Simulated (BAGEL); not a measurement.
**HF/6-31G(d) (density fitting with qzvpp-jkfit, spherical functions) run of CH4FGaO (SMILES FC[O][GaH2])**

Aim: the energy change on altering one bond length of CH4FGaO at HF/6-31G* (density fitting with qzvpp-jkfit, spherical functions), from 2 runs. 

Program for the calculation: BAGEL 1.2.2.

12 further runs of the same task are left out: 11 that didn't finish, 1 set aside as unsound or not needed.

## 1. The system as given

CH4FGaO has 8 atoms, charge 0, and is taken as a singlet. As SMILES, `FC[O][GaH2]`. The shape comes from GFN2-xTB, which is rough for such elements, and wasn't checked as a minimum. This is one conformer, not always the lowest.

Bond lengths: F1–C2 1.477 Å, C2–O3 1.331 Å, O3–Ga4 1.840 Å, C2–H5 1.097 Å, C2–H6 1.097 Å, Ga4–H7 1.543 Å, Ga4–H8 1.543 Å. Angles: F1–C2–O3 107.2°, C2–O3–Ga4 105.5°, F1–C2–H5 103.7°, F1–C2–H6 103.7°, O3–C2–H5 114.7°, O3–C2–H6 114.7°, O3–Ga4–H7 116.7°, O3–Ga4–H8 116.8°, H5–C2–H6 111.5°, H7–Ga4–H8 126.0°.

## 2. The energy at HF/6-31G(d) (density fitting with qzvpp-jkfit, spherical functions)

Input file input.json:

```json
{ "bagel" : [

{
  "title" : "molecule",
  "basis" : "6-31gs.json",
  "df_basis" : "qzvpp-jkfit",
  "angstrom" : true,
  "geometry" : [
    { "atom" : "F", "xyz" : [    0.181860,    1.131370,   -0.596210 ] },
    { "atom" : "C", "xyz" : [   -1.063910,    0.408130,   -0.267680 ] },
    { "atom" : "O", "xyz" : [   -0.713550,   -0.717690,    0.348940 ] },
    { "atom" : "Ga", "xyz" : [    1.125270,   -0.689270,    0.419870 ] },
    { "atom" : "H", "xyz" : [   -1.619370,    1.118890,    0.357150 ] },
    { "atom" : "H", "xyz" : [   -1.547110,    0.265590,   -1.242110 ] },
    { "atom" : "H", "xyz" : [    1.760790,   -0.108770,    1.700100 ] },
    { "atom" : "H", "xyz" : [    1.876030,   -1.408260,   -0.720050 ] }
  ]
},
{ "title" : "hf" },
{ "title" : "print", "file" : "orbitals.molden", "orbitals" : true }

]}
```

The basis set 6-31G* is read from a file made from the Basis Set Exchange's data (not shown).

Run with:

```bash
BAGEL_NUM_THREADS=1 BAGEL input.json > input.out
```

The log of the run:

```text
* using 1 threads per process

  ===============================================================
  ===============================================================

  *** Geometry ***

  { "atom" : "F", "xyz" : [      0.343666,      2.137979,     -1.126674 ] },
  { "atom" : "C", "xyz" : [     -2.010499,      0.771254,     -0.505842 ] },
  { "atom" : "O", "xyz" : [     -1.348414,     -1.356238,      0.659401 ] },
  { "atom" : "Ga", "xyz" : [      2.126452,     -1.302532,      0.793439 ] },
  { "atom" : "H", "xyz" : [     -3.060166,      2.114396,      0.674916 ] },
  { "atom" : "H", "xyz" : [     -2.923614,      0.501892,     -2.347248 ] },
  { "atom" : "H", "xyz" : [      3.327411,     -0.205546,      3.212723 ] },
  { "atom" : "H", "xyz" : [      3.545183,     -2.661226,     -1.360697 ] },

  Number of auxiliary basis functions:      567

  Since a DF basis is specified, we compute 2- and 3-index integrals:
    o Being stored without compression. Storage requirement is 0.031 GB

  Number of basis functions:       82
  Number of electrons      :       58

    * METHOD: MOLECULE                             0.31

  *** RHF ***

  === Nuclear Repulsion ===
   284.5153128620

      * DIIS with orbital gradients will be used.

  === RHF iteration (6-31gs.json) ===
      0      -2137.23977272          0.02059293           0.09
      1      -2137.37857596          0.01373556           0.08
      2      -2137.45771630          0.00127720           0.08
      3      -2137.45900555          0.00039779           0.08
      4      -2137.45909091          0.00012017           0.08
      5      -2137.45910162          0.00003157           0.08
      6      -2137.45910270          0.00001267           0.08
      7      -2137.45910288          0.00000266           0.08
      8      -2137.45910288          0.00000092           0.08
      9      -2137.45910288          0.00000042           0.08
     10      -2137.45910288          0.00000013           0.08
     11      -2137.45910288          0.00000006           0.08
     12      -2137.45910288          0.00000002           0.08
     13      -2137.45910288          0.00000001           0.08
    * SCF iteration converged.

    * Permanent dipole moment:
           (    0.179648,    -0.092750,     0.058809) a.u.

    * METHOD: HF                                   1.36

    * METHOD: PRINT                                0.01

  ===============================================================
```

It took 1.8 s on 1 thread of Arm Neoverse V2, shared host; peak memory 0.14 GiB.

## 3. The distorted shape

Input file calc.json:

```json
{ "bagel": [

{
  "title": "molecule",
  "basis": "6-31gs.json",
  "df_basis": "qzvpp-jkfit",
  "angstrom": "true",
  "geometry": [
    { "atom": "F", "xyz": [    0.086524,    1.044287,   -0.788262 ] },
    { "atom": "C", "xyz": [   -1.159246,    0.321047,   -0.459732 ] },
    { "atom": "O", "xyz": [   -0.808886,   -0.804773,    0.156888 ] },
    { "atom": "Ga", "xyz": [    1.029934,   -0.776353,    0.227818 ] },
    { "atom": "H", "xyz": [   -1.714706,    1.031807,    0.165098 ] },
    { "atom": "H", "xyz": [   -1.642446,    0.178507,   -1.434162 ] },
    { "atom": "H", "xyz": [    1.760790,   -0.108770,    1.700100 ] },
    { "atom": "H", "xyz": [    1.780694,   -1.495343,   -0.912102 ] }
  ]
},
{
  "title": "hf"
},
{
  "title": "print",
  "file": "orbitals.molden",
  "orbitals": "true"
}

]}
```

The basis set 6-31G* is read from a file made from the Basis Set Exchange's data (not shown).

Run with:

```bash
BAGEL_NUM_THREADS=1 BAGEL calc.json > calc.out
```

The log of the run:

```text
* using 1 threads per process

  ===============================================================
  ===============================================================

  *** Geometry ***

  { "atom" : "F", "xyz" : [      0.163507,      1.973416,     -1.489599 ] },
  { "atom" : "C", "xyz" : [     -2.190657,      0.606691,     -0.868768 ] },
  { "atom" : "O", "xyz" : [     -1.528573,     -1.520801,      0.296475 ] },
  { "atom" : "Ga", "xyz" : [      1.946293,     -1.467095,      0.430514 ] },
  { "atom" : "H", "xyz" : [     -3.240325,      1.949833,      0.311990 ] },
  { "atom" : "H", "xyz" : [     -3.103773,      0.337329,     -2.710173 ] },
  { "atom" : "H", "xyz" : [      3.327411,     -0.205546,      3.212723 ] },
  { "atom" : "H", "xyz" : [      3.365024,     -2.825789,     -1.723623 ] },

  Number of auxiliary basis functions:      567

  Since a DF basis is specified, we compute 2- and 3-index integrals:
    o Being stored without compression. Storage requirement is 0.031 GB

  Number of basis functions:       82
  Number of electrons      :       58

    * METHOD: MOLECULE                             0.31

  *** RHF ***

  === Nuclear Repulsion ===
   282.8900706266

      * DIIS with orbital gradients will be used.

  === RHF iteration (6-31gs.json) ===
      0      -2137.23078805          0.02054849           0.08
      1      -2137.36987488          0.01372269           0.08
      2      -2137.44905557          0.00128978           0.08
      3      -2137.45042658          0.00040111           0.08
      4      -2137.45051619          0.00012393           0.08
      5      -2137.45052759          0.00003143           0.08
      6      -2137.45052869          0.00001248           0.08
      7      -2137.45052886          0.00000283           0.08
      8      -2137.45052887          0.00000103           0.08
      9      -2137.45052887          0.00000045           0.08
     10      -2137.45052887          0.00000014           0.08
     11      -2137.45052887          0.00000007           0.08
     12      -2137.45052887          0.00000002           0.08
     13      -2137.45052887          0.00000001           0.08
    * SCF iteration converged.

    * Permanent dipole moment:
           (    0.264747,    -0.029917,     0.233619) a.u.

    * METHOD: HF                                   1.38

    * METHOD: PRINT                                0.01

  ===============================================================
```

It took 1.8 s on 1 thread of Arm Neoverse V2, shared host; peak memory 0.14 GiB.

## 4. What came out

Level: HF/6-31G* (density fitting with qzvpp-jkfit, spherical functions).

```
                                                          quantity           value
                                         first shape: total energy  -2137.45910 Eh
                                        first shape: dipole moment          0.54 D
                                          first shape: HOMO energy       -11.28 eV
                                          first shape: LUMO energy         1.89 eV
                                        first shape: HOMO–LUMO gap        13.17 eV
                                     distorted shape: total energy  -2137.45053 Eh
                                    distorted shape: dipole moment          0.90 D
                                      distorted shape: HOMO energy       -11.01 eV
                                      distorted shape: LUMO energy         1.83 eV
                                    distorted shape: HOMO–LUMO gap        12.84 eV
energy change with the Ga4–H7 bond stretched from 1.543 to 1.774 Å        0.233 eV
```

**Reading.** With the Ga4–H7 bond stretched from 1.543 to 1.774 Å the energy rises by 0.23 eV (5.4 kcal/mol). The first shape isn't relaxed at this level, so the change isn't measured from a minimum.
